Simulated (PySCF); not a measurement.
# SiAsNH6 (SMILES N[AsH][SiH3]) at 5 levels

We compute a comparison of 5 runs (HF/STO-3G, HF/def2-TZVP, B3LYP/6-31G*, PBE0/def2-SVP) of SiAsNH6. The job is set up through a Python script.

The calculation is run with PySCF 2.14.0.

### Step 1. The molecule

SiAsNH6 has 9 atoms, charge 0, and is taken as a singlet. SMILES: `N[AsH][SiH3]`. Geometry: relaxed at PBE0-D4/def2-TZVP. This is one conformer, not always the lowest.

Bond lengths: N1–As2 1.864 Å, As2–Si3 2.365 Å, N1–H4 1.011 Å, N1–H5 1.011 Å, As2–H6 1.537 Å, Si3–H7 1.488 Å, Si3–H8 1.485 Å, Si3–H9 1.489 Å. Some angles: N1–As2–Si3 95.0°, N1–As2–H6 101.5°, Si3–As2–H6 91.9°, As2–N1–H4 110.5°, As2–N1–H5 114.1°, As2–Si3–H7 108.9°, As2–Si3–H8 109.3°, As2–Si3–H9 111.1°, H4–N1–H5 108.7°, H7–Si3–H8 109.3°.

### Step 2. Energy and forces at HF/STO-3G (run 1)

job.py

```python
from pyscf import gto, scf

mol = gto.M(
    atom='''
N     -2.080777     1.358713    -2.164870
As     1.389138     0.827889    -1.868750
Si     1.053144    -2.011991     1.565827
H     -2.463636     2.440392    -3.693092
H     -2.882399     2.162414    -0.627956
H      2.162036     3.009578    -0.113006
H      3.570638    -2.256333     2.792826
H      0.234137    -4.522682     0.617374
H     -0.814850    -1.095474     3.459333
''',
    basis='sto-3g',
    max_memory=1860,
    unit='bohr',
    verbose=4,
)

mf = scf.RHF(mol)
mf.conv_tol = 1e-10
mf.kernel()
if not mf.converged:
    mf = mf.newton().run(mf.mo_coeff, mf.mo_occ)

etot = mf.e_tot
print('Final energy', etot)
grad = mf.nuc_grad_method().kernel()
dip = mf.dip_moment()
pop, q = mf.mulliken_pop()
```

Command:

```bash
OMP_NUM_THREADS=1 python job.py
```

The log of the run:

```text
PySCF version 2.14.0

[... 63 lines left out ...]
converged SCF energy = -2552.12092759995
Final energy -2552.120927599952
[... 11 lines left out ...]
Dipole moment(X, Y, Z, Debye):  0.06942,  1.25139,  1.02542
[... 48 lines left out ...]
charge of    8H =     -0.15133
```

Run time: 3.3 s. Hardware: 1 thread of Intel Xeon at 2.70GHz, shared host; peak memory 0.12 GiB.

### Step 3. Energy and gradient at HF/def2-TZVP (run 2)

calc.py

```python
from pyscf import gto

mol = gto.M(
    atom='''
N   -1.101100   0.719000  -1.145600
As   0.735100   0.438100  -0.988900
Si   0.557300  -1.064700   0.828600
H   -1.303700   1.291400  -1.954300
H   -1.525300   1.144300  -0.332300
H    1.144100   1.592600  -0.059800
H    1.889500  -1.194000   1.477900
H    0.123900  -2.393300   0.326700
H   -0.431200  -0.579700   1.830600
''',
    verbose=3,
    charge=0,
    max_memory=1860,
    basis='def2-tzvp',
)

myscf = mol.RHF()
myscf.conv_tol = 1e-10
myscf.kernel()
if not myscf.converged:
    myscf = myscf.newton().run(myscf.mo_coeff, myscf.mo_occ)

energy = myscf.e_tot
print('E = %.10f Eh' % energy)
grad = myscf.nuc_grad_method().kernel()
myscf.analyze()
```

Command:

```bash
OMP_NUM_THREADS=1 python calc.py
```

The log of the run:

```text
converged SCF energy = -2581.10415969042
[... 31 lines left out ...]
MO #22  energy= -0.808750781762676 occ= 2
[... 25 lines left out ...]
MO #48  energy= 0.44809259962828   occ= 0
[... 25 lines left out ...]
MO #74  energy= 1.2699407388768    occ= 0
[... 25 lines left out ...]
MO #100 energy= 2.12652945227325   occ= 0
[... 25 lines left out ...]
MO #126 energy= 3.1805932276093    occ= 0
[... 25 lines left out ...]
MO #152 energy= 33.0149223508449   occ= 0
[... 10 lines left out ...]
Dipole moment(X, Y, Z, Debye): -0.27847,  1.23799,  0.45837
```

It took 46 s on 1 thread of Intel Xeon at 2.70GHz, shared host; peak memory 0.63 GiB.

### Step 4. Energy and forces at B3LYP/6-31G(d) (spherical functions) (run 3)

calc.py

```python
# N[AsH][SiH3]
from pyscf import gto, dft

molecule = gto.M(
    atom=[
    ('N', (-1.101100, 0.719000, -1.145600)),
    ('As', (0.735100, 0.438100, -0.988900)),
    ('Si', (0.557300, -1.064700, 0.828600)),
    ('H', (-1.303700, 1.291400, -1.954300)),
    ('H', (-1.525300, 1.144300, -0.332300)),
    ('H', (1.144100, 1.592600, -0.059800)),
    ('H', (1.889500, -1.194000, 1.477900)),
    ('H', (0.123900, -2.393300, 0.326700)),
    ('H', (-0.431200, -0.579700, 1.830600)),
],
    basis='6-31g*',
    max_memory=1860,
    verbose=3,
    charge=0,
)

calc0 = dft.RKS(molecule, xc='b3lyp')
calc0.conv_tol = 1e-10
calc0.grids.level = 5
calc0.kernel()
if not calc0.converged:
    calc0 = calc0.newton().run(calc0.mo_coeff, calc0.mo_occ)

energy = calc0.e_tot
print(f'total energy: {energy:.8f} hartree')
grad = calc0.nuc_grad_method().kernel()
calc0.analyze()
```

Command:

```bash
OMP_NUM_THREADS=1 python calc.py
```

The log of the run:

```text
converged SCF energy = -2583.46514712067
[... 20 lines left out ...]
MO #11  energy= -5.06396717508624  occ= 2
[... 12 lines left out ...]
MO #24  energy= -0.485098944742204 occ= 2
[... 12 lines left out ...]
MO #37  energy= 0.121161234441168  occ= 0
[... 12 lines left out ...]
MO #50  energy= 0.594316056898795  occ= 0
[... 12 lines left out ...]
MO #63  energy= 1.13262356633256   occ= 0
[... 12 lines left out ...]
MO #76  energy= 3.9841035493536    occ= 0
[... 10 lines left out ...]
Dipole moment(X, Y, Z, Debye): -0.46614,  1.41123,  0.38226
```

It took 37 s on 1 thread of Intel Xeon at 2.70GHz, shared host; peak memory 0.75 GiB.

Run 4 isn't shown in full; the table further down has it.

### Step 5. Energy and forces at PBE0/def2-SVP (run 5)

run.py

```python
from pyscf import gto, dft

system = gto.M(
    atom='''
N   -1.101100   0.719000  -1.145600
As   0.735100   0.438100  -0.988900
Si   0.557300  -1.064700   0.828600
H   -1.303700   1.291400  -1.954300
H   -1.525300   1.144300  -0.332300
H    1.144100   1.592600  -0.059800
H    1.889500  -1.194000   1.477900
H    0.123900  -2.393300   0.326700
H   -0.431200  -0.579700   1.830600
''',
    max_memory=1860,
    spin=0,
    verbose=3,
    basis='def2-svp',
)

ks = dft.RKS(system)
ks.xc = 'pbe0'
ks.conv_tol = 1e-10
ks.grids.level = 5
ks.kernel()
if not ks.converged:
    ks = ks.newton().run(ks.mo_coeff, ks.mo_occ)

etot = ks.e_tot
print('E(%s) = %.9f' % ('PBE0', etot))
grad = ks.nuc_grad_method().kernel()
ks.analyze()
```

Command:

```bash
OMP_NUM_THREADS=1 python run.py
```

The log of the run:

```text
converged SCF energy = -2582.84510410423
[... 23 lines left out ...]
MO #14  energy= -3.66985308809589  occ= 2
[... 15 lines left out ...]
MO #30  energy= -0.258906678820924 occ= 2
[... 15 lines left out ...]
MO #46  energy= 0.408386888463145  occ= 0
[... 15 lines left out ...]
MO #62  energy= 0.921982616934238  occ= 0
[... 15 lines left out ...]
MO #78  energy= 1.82032422184287   occ= 0
[... 15 lines left out ...]
MO #94  energy= 3.36852391573477   occ= 0
[... 10 lines left out ...]
Dipole moment(X, Y, Z, Debye): -0.45513,  1.36350,  0.28661
```

Wall time 46 s (1 thread of Intel Xeon at 2.70GHz, shared host); peak memory 0.92 GiB.

### Step 6. Overview of the runs

```csv
run,level,integration grid,Cartesian functions,energy (Eh),dipole moment (D),HOMO energy (eV),LUMO energy (eV),wall time
1,HF/STO-3G,–,no,-2552.120928,1.62,-7.04,9.46,3.3 s
2,HF/def2-TZVP,–,no,-2581.104160,1.35,-9.54,2.73,46 s
3,B3LYP/6-31G* (spherical functions),5,no,-2583.465147,1.53,-6.70,-0.24,37 s
4,B3LYP/6-31G* (Cartesian functions),5,yes,-2583.474328,1.53,-6.71,-0.26,38 s
5,PBE0/def2-SVP,5,no,-2582.845104,1.47,-7.05,0.01,46 s
```

### Step 7. What came out

| quantity | value |
| --- | --- |
| run 5: total energy | -2582.84510 Eh |
| run 5: dipole moment | 1.47 D |
| run 5: HOMO energy | -7.05 eV |
| run 5: LUMO energy | 0.01 eV |
| run 5: HOMO–LUMO gap | 7.05 eV |
| run 5: largest force on an atom | 0.382 eV/Å |

The dipole moment (its size) runs from 1.35 D (HF/def2-TZVP) to 1.62 D (HF/STO-3G). The HOMO–LUMO gap runs from 6.45 eV (B3LYP/6-31G*) to 16.50 eV (HF/STO-3G). The two ends differ in method and basis. Totals of different functionals can't be ranked against each other. In run 1 the basis is minimal, so the values are rough. All runs together took 2.8 min, the longest 46 s.
